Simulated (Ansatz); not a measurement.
# Ta4W: the cost of one run

Computed with Ansatz 0.2.0 (DFT PBE, scalar-relativistic, plane waves, PAW, unless a step's input says otherwise).

2 further runs of the same task are left out: 1 that didn't finish, 1 set aside as unsound or not needed.

## (1) The structure to begin with

It takes space group R-3m (No. 166, trigonal). The conventional cell has a = 4.570 Å, b = 4.570 Å, c = 13.993 Å, α = 90.00°, β = 90.00°, γ = 120.00°. Ta (site symmetry 3m) is surrounded by 5 Ta at 2.80 Å and 3 W at 2.80 Å. Ta (site symmetry 3m) has 7 Ta at 2.80 Å and 1 W at 2.80 Å as nearest neighbours. Around W (site symmetry -3m) lie 8 Ta at 2.80 Å.

Coordinates:

```xyz
5
Lattice="2.2850 1.3193 4.6643 -2.2850 1.3193 4.6643 0.0000 -2.6385 4.6643" Properties=species:S:1:pos:R:3 pbc="T T T"
Ta    0.0000    0.0000   12.5935
Ta    0.0000    0.0000    1.3993
Ta    0.0000    0.0000    9.7950
Ta    0.0000    0.0000    4.1978
W     0.0000    0.0000    6.9964
```

The start is an ordering of an alloy on its end members' structure types: elements ordered on the sites of the Fe type, Ta/W on Fe (R-3m, No. 166).

## (2) A first look at the guess

The input, input.yaml:

```yaml
crystal:
  lattice:
    - [2.28501649, 1.31925489, 4.66427039]
    - [-2.28501649, 1.31925489, 4.66427039]
    - [0.0, -2.63850978, 4.66427039]
  atoms:
    - { symbol: Ta, position: [0.9, 0.9, 0.9] }
    - { symbol: Ta, position: [0.1, 0.1, 0.1] }
    - { symbol: Ta, position: [0.7, 0.7, 0.7] }
    - { symbol: Ta, position: [0.3, 0.3, 0.3] }
    - { symbol: W, position: [0.5, 0.5, 0.5] }
basis:
  ecutwfc: 420
kpoints:
  mp_grid: { grid: [6, 6, 6] }
hamiltonian:
  xc: pbe
scf:
  occupations: { method: gaussian, width: 0.1 }
  lower_state_search: "off"
output:
  forces: true
  stress: true
  eigenvalues: true
```

Started as:

```
ansatz run input.yaml --threads 1 --pin off --max-ram 2560MiB --backend cpu --events-out ev --progress --plain --runs-dir out
```

Q: Estimate wall time and peak memory on 1 thread of Intel Xeon at 2.50GHz (Skylake/Cascade Lake), shared host.

About 12 s, with a peak of 0.42 GiB.
